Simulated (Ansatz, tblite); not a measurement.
**The cluster LaB6+: one state, many levels**

One table from this session's results is given with a row withheld; the runs are named, their logs left out.

The runs use Ansatz 0.2.0, Gaussian basis; as each input shows.

Levels to be run: GFN1-xTB, GFN2-xTB, PBE-D4/def2-TZVP, r2SCAN-D4/def2-TZVP, B3LYP-D4/def2-TZVP, HSE06-D4/def2-TZVP, PBE-D4/def2-SVP, PBE0-D4/def2-SVP, CCSD(T)/def2-TZVPP, MP2/def2-TZVP, RPA/def2-TZVP.

3 further runs of the same task are left out: 3 set aside as unsound or not needed. Runs told in other sessions of the task aren't counted.

**The geometry**

The singlet was relaxed beforehand with B3LYP-D4/def2-SVP. At that level it is the lowest of the isomers that a small search found.

7 atoms, charge 1, spin multiplicity 1.

Bond lengths: La1–B3 2.322 Å, La1–B7 2.660 Å, B2–B5 1.578 Å, B2–B6 1.516 Å, B3–B5 1.687 Å, B3–B7 1.590 Å, B4–B5 1.795 Å, B4–B6 1.549 Å, B4–B7 1.627 Å, B5–B7 1.698 Å. Angles: B3–La1–B7 36.4°, B5–B2–B6 112.8°, La1–B3–B5 145.8°, La1–B3–B7 83.4°, B5–B3–B7 62.3°, B5–B4–B6 100.6°, B5–B4–B7 59.3°, B6–B4–B7 159.9°, B2–B5–B3 179.5°, B2–B5–B4 69.0°, B2–B5–B7 124.5°, B3–B5–B4 111.4°, B3–B5–B7 56.0° and more.

La takes a core potential in the def2 sets. No spin-orbit coupling is included. The ion is computed in the gas phase, without counter-ions or solvent.

PBE0-D4/def2-TZVP was run before; its log isn't repeated, and its numbers join the tables.

The first run:

Tight binding, by tblite at 300 K electronic temperature and without a spin-polarisation term:

```python
tblite.interface.Calculator('GFN1-xTB', numbers, positions, charge=1, uhf=0).singlepoint()
```

Tight binding, by tblite at 300 K electronic temperature and without a spin-polarisation term:

```python
tblite.interface.Calculator('GFN2-xTB', numbers, positions, charge=1, uhf=0).singlepoint()
```

start.molden holds the orbitals of an earlier run on this state, given as this run's starting guess.

File in.yaml:

```yaml
crystal:
  periodic: [false, false, false]
  atoms:
    - {symbol: La, position_ang: [-3.119463, 1.091021, 0.711802]}
    - {symbol: B, position_ang: [1.611959, -0.810896, -0.908877]}
    - {symbol: B, position_ang: [-1.519649, 0.070138, -0.626709]}
    - {symbol: B, position_ang: [1.035653, 0.068632, 0.697432]}
    - {symbol: B, position_ang: [0.099973, -0.380239, -0.767377]}
    - {symbol: B, position_ang: [2.445388, -0.437181, 0.300893]}
    - {symbol: B, position_ang: [-0.553861, 0.398535, 0.592836]}
basis:
  gaussian: {orbitals: def2-TZVP, initial_orbitals: start.molden}
total_charge: 1
hamiltonian: {xc: pbe, dispersion: d4}
scf: {omitted_lower_state_checks: [starts]}
output: {orbitals: {seedname: orbitals}}
```

Command:

```bash
$ ansatz run in.yaml --threads 4 --pin off --events-out ev --progress --plain --max-ram 4787MiB
```

Among the steps run: PBE-D4/def2-TZVP; r2SCAN-D4/def2-TZVP; B3LYP-D4/def2-TZVP; HSE06-D4/def2-TZVP; PBE-D4/def2-SVP; PBE0-D4/def2-SVP; CCSD(T)/def2-TZVPP; MP2/def2-TZVP; RPA/def2-TZVP.

One table of the session follows, with a row left open; its other results are not shown here.

```
              level  HOMO (eV)  LUMO (eV)  gap (eV)
    PBE-D4/def2-SVP      -8.85      -7.98      0.88
   PBE-D4/def2-TZVP      -8.83      -7.95      0.88
r2SCAN-D4/def2-TZVP      -8.84      -7.75      1.09
 B3LYP-D4/def2-TZVP          ?          ?         ?
   PBE0-D4/def2-SVP      -9.47      -7.23      2.24
  PBE0-D4/def2-TZVP      -9.43      -7.18      2.24
 HSE06-D4/def2-TZVP      -9.07      -7.55      1.52
```

**Question.** Estimate the row for B3LYP-D4/def2-TZVP.

**Answer.** HOMO (eV): -9.20; LUMO (eV): -7.36; gap (eV): 1.84. In the column «HOMO (eV)» it lies between PBE0-D4/def2-TZVP (-9.43) and HSE06-D4/def2-TZVP (-9.07).
